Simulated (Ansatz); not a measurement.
# Ge2Sb2Te5 (Cm) in Ansatz: notebook, part 2 of 3

Ansatz 0.2.0. The steps go on from the part before.

## 3. Relaxation of cell and atoms, RPBE

input.yaml reads:

```yaml
crystal:
  lattice:
    - [6.839136, -3.066006, 0.0]
    - [6.839136, 3.066006, 0.0]
    - [-6.830977, 0.0, 6.847609]
  atoms:
    - { symbol: Te, position: [0.594702, 0.594702, 0.386433] }
    - { symbol: Te, position: [0.795288, 0.795288, 0.196112] }
    - { symbol: Te, position: [0.008324, 0.008324, 0.006435] }
    - { symbol: Te, position: [0.206519, 0.206519, 0.809803] }
    - { symbol: Te, position: [0.399959, 0.399959, 0.597118] }
    - { symbol: Sb, position: [0.901708, 0.901708, 0.587873] }
    - { symbol: Sb, position: [0.11187, 0.11187, 0.417352] }
    - { symbol: Ge, position: [0.284287, 0.284287, 0.18783] }
    - { symbol: Ge, position: [0.497343, 0.497343, 0.011044] }
hamiltonian:
  xc: rpbe
  pseudopotentials: { kind: paw }
kpoints:
  mp_grid: { grid: [5, 5, 4] }
scf:
  occupations: { method: fermi_dirac, width: 0.05 }
output:
  forces: true
  stress: true
  eigenvalues: true
relax:
  f_tol: 0.01
  max_steps: 40
  cell: { stress_tol: 0.05 }
```

Potentials or basis: Ansatz PAW.

Command:

```sh
$ ansatz run input.yaml --threads 4 --pin off --max-ram 11264MiB --backend cpu --events-out ev --progress --plain --runs-dir out
```

Output:

```text
Warning: RAYON_NUM_THREADS=4 ignored (pool sized by the plan → 4); use --threads N
Engine: ansatz 0.2.0, aarch64-unknown-linux-gnu
Pseudopotentials: kind: paw
Pseudopotential: Te, paw, valence charge 16, recommended cutoff 420 eV (normal), Te.paw.azcp
Pseudopotential: Sb, paw, valence charge 15, recommended cutoff 420 eV (normal), Sb.paw.azcp
Pseudopotential: Ge, paw, valence charge 14, recommended cutoff 420 eV (normal), Ge.paw.azcp
Functional definition: RPBE
  parameter kappa = 0.804
  parameter beta = 0.06672455060314922
  exchange = rpbe_x(kappa = kappa, mu = beta*pi^2/3)
  correlation = pbe_c(beta = beta)
Crystal: 9 atoms, lattice volume = 287.173 Å³
Basis set: ecut = 420 eV, 5631 PW (Γ), exchange–correlation on 108×108×144 points (8 copies of the dense FFT grid, shifted against one another)
Bands: 83, of which v1, the nominal top of the filled ones, is band 69 counted from 1 (68 counted from 0)
Symmetry: 2 space group operations
Space group: Cm (ITA 8), of the structure as read, at distance tolerance 6.6e-5 Å
k-points: 33 of 100 (time reversal used)
Non-local potential: Te, projectors of the file, l = 0: 2, l = 1: 2, l = 2: 2, l = 3: 2
Non-local potential: Sb, projectors of the file, l = 0: 2, l = 1: 2, l = 2: 2, l = 3: 2
Non-local potential: Ge, projectors of the file, l = 0: 2, l = 1: 2, l = 2: 3, l = 3: 1
PAW form: soft (Blöchl's): semilocal exchange-correlation on the pseudo side does not see the compensation charge
PAW frozen core: Te, regenerated for the run's functional, and the local potential with it (the file was generated under x = pbe(κ = 0.804, μ = 0.2195149727645171), c = pbe(β = 0.06672455060314922))
PAW frozen core: Sb, regenerated for the run's functional, and the local potential with it (the file was generated under x = pbe(κ = 0.804, μ = 0.2195149727645171), c = pbe(β = 0.06672455060314922))
PAW frozen core: Ge, regenerated for the run's functional, and the local potential with it (the file was generated under x = pbe(κ = 0.804, μ = 0.2195149727645171), c = pbe(β = 0.06672455060314922))
PAW one-centre angular grid: Te, 590 points (default); XC on 64 Gauss nodes
[... 192 lines left out ...]
Entropy (-TS):   -0.001370 eV (-0.152 meV/atom)
Fermi energy:    6.972189 eV
--- Per-component energies (eV) ---
  E_band       = -2198.397754
  E_kinetic    = 1523.409613
  E_local      = -16537.599441  (includes V_loc(G=0)·N_el)
  E_nonlocal   = -8.243483
  E_hartree    = 8570.344415
  E_xc         = -1045.216285
  E_vxc        = -832.431098  (∫ρ·V_xc dr)
  E_paw        = -36561.879076  (= ΣΔE_a)
  E_vpaw       = -3484.221765  (= ΣTr[D̂ρ^β])
  E_aug_tail   = -0.000291  (compensation charges beyond the density's cutoff)
  E_ewald      = -12472.834282
  E_core_change = -0.578377  (= ΣΔE_core)
  E_smearing   = -0.001370  (= −TS)
  E_closure    = 0.000000  (closes the sum)
  Σ components = -56532.598576   (vs F -56532.598576, Δ=0.00e0)
--- Forces (eV/Å), atoms counted from 1 ---
  atom   1  Te     0.00119031     0.00000000     0.00064863
  atom   2  Te    -0.00043802    -0.00000000    -0.00014168
  atom   3  Te    -0.00052211     0.00000000    -0.00143486
  atom   4  Te     0.00016250    -0.00000000    -0.00201948
  atom   5  Te     0.00201192    -0.00000000     0.00001775
  atom   6  Sb     0.00081044     0.00000000     0.00189791
  atom   7  Sb    -0.00306197    -0.00000000     0.00161820
  atom   8  Ge     0.00083477     0.00000000    -0.00020743
  atom   9  Ge    -0.00098822    -0.00000000    -0.00037877
  max |Σ_I F_I| component: 3.80e-7 eV/Å
--- Stress (GPa, compression-positive) ---
        0.014150       0.000000       0.009850
        0.000000      -0.004194       0.000000
        0.009850       0.000000       0.010285
  P = ⅓ Tr σ = 0.0067 GPa (0.067 kbar)
--- Band table (eV; the first three rows and the last of 33) ---
  k-point 0: bands = ["-30.0356", "-30.0320", "-29.9877", "-29.9751", "-29.9651", "-29.7100", "-29.7055", "-29.6990", "-29.6813", "-29.6810", "-29.6490", "-29.6357", "-29.5813", "-29.5782", "-29.5729", "-29.5219", "-29.5159", "-29.4829", "-29.4819", "-29.4556", "-29.4543", "-29.4437", "-29.4127", "-29.3887", "-29.3477", "-22.6379", "-22.6351", "-22.6185", "-22.6043", "-22.6039", "-22.6000", "-22.5981", "-22.5807", "-22.5674", "-22.5638", "-17.7480", "-17.7442", "-17.7230", "-17.7189", "-17.7147", "-17.7110", "-17.7078", "-17.6938", "-17.6910", "-17.6856", "-5.5492", "-4.0368", "-3.9433", "-3.7172", "-3.5512", "-2.1094", "-1.2198", "-0.6684", "0.8363", "2.3177", "2.7753", "2.8488", "2.9648", "3.2048", "3.5165", "3.8898", "4.6548", "5.0258", "5.3164", "5.4115", "6.0665", "6.1432", "6.1951", "6.4059", "7.9529", "8.2190", "9.0704", "9.3856", "9.9138", "10.0989", "10.2998", "10.6241", "10.8124", "11.2416", "11.4320", "11.4736", "11.9451", "12.2170"]
  k-point 1: bands = ["-30.0357", "-30.0320", "-29.9877", "-29.9751", "-29.9651", "-29.7100", "-29.7055", "-29.6990", "-29.6813", "-29.6810", "-29.6490", "-29.6357", "-29.5813", "-29.5782", "-29.5729", "-29.5219", "-29.5159", "-29.4829", "-29.4819", "-29.4556", "-29.4543", "-29.4437", "-29.4127", "-29.3887", "-29.3477", "-22.6379", "-22.6351", "-22.6185", "-22.6043", "-22.6039", "-22.6000", "-22.5981", "-22.5807", "-22.5674", "-22.5638", "-17.7480", "-17.7442", "-17.7230", "-17.7189", "-17.7147", "-17.7110", "-17.7078", "-17.6938", "-17.6910", "-17.6856", "-5.4692", "-4.2714", "-3.9378", "-3.7552", "-3.4793", "-2.0515", "-1.0486", "-0.5725", "0.6594", "2.2118", "2.5254", "2.8348", "2.8801", "3.4139", "3.8695", "4.3232", "4.6614", "4.6976", "5.2606", "5.4475", "5.7744", "6.0677", "6.0989", "6.4772", "8.0016", "8.5335", "8.9244", "9.2651", "9.6443", "9.8713", "10.0756", "10.2048", "11.1979", "11.2438", "11.4223", "11.5830", "11.7690", "12.4076"]
  k-point 2: bands = ["-30.0356", "-30.0320", "-29.9877", "-29.9751", "-29.9651", "-29.7100", "-29.7055", "-29.6990", "-29.6813", "-29.6810", "-29.6490", "-29.6357", "-29.5813", "-29.5782", "-29.5729", "-29.5219", "-29.5159", "-29.4829", "-29.4819", "-29.4556", "-29.4543", "-29.4437", "-29.4127", "-29.3887", "-29.3477", "-22.6379", "-22.6351", "-22.6185", "-22.6043", "-22.6039", "-22.6000", "-22.5981", "-22.5807", "-22.5674", "-22.5638", "-17.7480", "-17.7442", "-17.7230", "-17.7189", "-17.7147", "-17.7110", "-17.7078", "-17.6938", "-17.6910", "-17.6856", "-5.3632", "-4.4984", "-3.9343", "-3.7678", "-3.4550", "-2.0047", "-0.8446", "-0.4561", "0.4136", "2.1320", "2.3530", "2.8142", "3.2446", "3.5888", "3.6334", "4.3505", "4.6297", "4.8088", "5.0637", "5.6420", "5.8916", "6.0061", "6.1158", "6.4447", "7.7389", "8.1894", "8.6205", "9.4233", "9.6868", "9.8397", "10.0288", "10.4569", "11.0606", "11.1224", "11.4549", "11.5110", "11.7407", "12.4014"]
  k-point 32: bands = ["-30.0356", "-30.0320", "-29.9877", "-29.9751", "-29.9651", "-29.7100", "-29.7055", "-29.6990", "-29.6813", "-29.6810", "-29.6489", "-29.6357", "-29.5813", "-29.5782", "-29.5729", "-29.5219", "-29.5159", "-29.4829", "-29.4819", "-29.4556", "-29.4543", "-29.4437", "-29.4127", "-29.3887", "-29.3477", "-22.6381", "-22.6352", "-22.6185", "-22.6044", "-22.6039", "-22.6001", "-22.5981", "-22.5807", "-22.5674", "-22.5638", "-17.7480", "-17.7442", "-17.7230", "-17.7187", "-17.7149", "-17.7110", "-17.7078", "-17.6938", "-17.6910", "-17.6856", "-5.1371", "-4.6303", "-4.0047", "-3.6546", "-3.6092", "-1.7353", "-1.5186", "-0.6043", "0.1135", "2.3244", "2.6685", "3.3613", "3.5421", "3.8302", "4.0875", "4.2859", "4.8365", "4.9514", "5.1987", "5.4207", "5.8221", "6.0078", "6.1640", "6.4140", "7.8734", "8.2800", "8.5929", "8.7853", "9.1814", "9.3933", "9.8115", "10.1766", "10.4766", "10.9121", "10.9898", "11.3461", "11.6015", "12.2332"]
--- Relaxed structure (13 steps of the walk, 12 accepted, 1 SCFs on fresh bases) ---
  F+E_penalty+E_count = -56532.59857643 eV   max|allowed force component| = 3.062e-3 eV/Å   (the final SCF, on the basis selected at the relaxed cell)
  cell:  # Å, volume = 319.8189 Å³
    - [7.151623662612479, -3.092772269836868, 0.07032187604884371]
    - [7.151623662612479, 3.092772269836868, 0.07032187604884371]
    - [-7.072682871145224, 0.0, 7.160176239391525]
  atoms:
    - { symbol: Te, position: [0.5932959282864165, 0.5932959282864165, 0.3769705803870642] }
    - { symbol: Te, position: [0.7961753332721402, 0.7961753332721402, 0.20450141674546582] }
    - { symbol: Te, position: [0.011585750406395263, 0.011585750406395263, -0.0010750307213095271] }
    - { symbol: Te, position: [0.18178905624975453, 0.18178905624975453, 0.7700474788203346] }
    - { symbol: Te, position: [0.3762549917344215, 0.3762549917344215, 0.5709181145047063] }
    - { symbol: Sb, position: [0.9135529984065138, 0.9135529984065138, 0.5939061600269093] }
    - { symbol: Sb, position: [0.11235792600159633, 0.11235792600159633, 0.42483354180480415] }
    - { symbol: Ge, position: [0.2754407455673111, 0.2754407455673111, 0.20391284575396226] }
    - { symbol: Ge, position: [0.5395472700754506, 0.5395472700754506, 0.05598489267806361] }
```

It took 6.3 min on 4 threads of Arm Neoverse V2, shared host; peak memory 1.4 GiB.

What came out:

| Property | Result |
| --- | --- |
| Free energy | -56532.5986 eV |
| Relaxed volume | 35.54 Å³/atom |
| Relaxed cell | a = 7.792 Å, b = 7.792 Å, c = 10.064 Å, α = 129.69°, β = 129.69°, γ = 46.77° |
| Space group after relaxing (to 0.05 Å) | Cm (No. 8) |
| Energy gained by relaxing | 18.4 meV/atom |
| Ionic steps | 13 |
| Pressure after relaxing | 0.0 GPa |
| Largest force after relaxing | 0.003 eV/Å |
| Band gap on the k mesh | 0.46 eV, indirect (least direct gap 0.53 eV) |

Forces in eV/Å, atoms in the order of the input:
```
Te   0.001  0.000  0.001
Te   0.000  0.000  0.000
Te  -0.001  0.000 -0.001
Te   0.000  0.000 -0.002
Te   0.002  0.000  0.000
Sb   0.001  0.000  0.002
Sb  -0.003  0.000  0.002
Ge   0.001  0.000  0.000
Ge  -0.001  0.000  0.000
```

The path:
```
step  energy change (eV)  largest force (eV/Å)  volume (Å³)
   1              0.0000                0.1958       287.17
   2             -0.0479                0.2109       299.10
   3             -0.0706                0.1435       299.06
   4             -0.1184                0.2115       304.82
   5             -0.1417                0.1099       310.35
   6             -0.1477                0.1056       314.91
   7             -0.1553                0.0735       316.66
   8             -0.1591                0.0369       317.68
   9             -0.1594                0.0544       318.97
  10             -0.1601                0.0214       319.96
  11             -0.1602                0.0225       319.87
  12             -0.1604                0.0035       319.82
  13             -0.1653                0.0035       319.82
```

Final structure:
```xyz
9
Lattice="7.1516 -3.0928 0.0703 7.1516 3.0928 0.0703 -7.0727 0.0000 7.1602" Properties=species:S:1:pos:R:3 pbc="T T T"
Te    5.8199    0.0000    2.7826
Te    9.9415    0.0000    1.5762
Te    0.1733    0.0000   -0.0061
Te   -2.8461    0.0000    5.5392
Te    1.3437    0.0000    4.1408
Sb    8.8663    0.0000    4.3810
Sb   -1.3976    0.0000    3.0577
Ge    2.4975    0.0000    1.4988
Ge    7.3213    0.0000    0.4767
```

Levels at points of the mesh, in eV from the valence-band top:
```
            k point  band 65  band 66  band 67  band 68  band 69  band 70  band 71  band 72  band 73  band 74
 (0.00, 0.00, 0.00)    -1.32    -0.67    -0.59    -0.54    -0.33     1.22     1.49     2.34     2.65     3.18
(0.00, 0.00, -0.50)    -1.09    -0.84    -0.73    -0.62    -0.29     1.01     1.46     1.89     2.69     2.95
```

Caveat: odd divisions of the mesh miss points on the zone boundary, where band edges often lie, so the gap on the mesh can be too wide; the plane-wave basis is chosen anew once the cell has moved, so the energies of steps on either side of that aren't comparable; spin-orbit coupling is left out, which moves the levels of the heavy elements; the PAW data sets come from PBE, with cores solved anew for the run's functional, which leaves a small shift of forces and pressure.

(Part 2 of 3 ends here.)
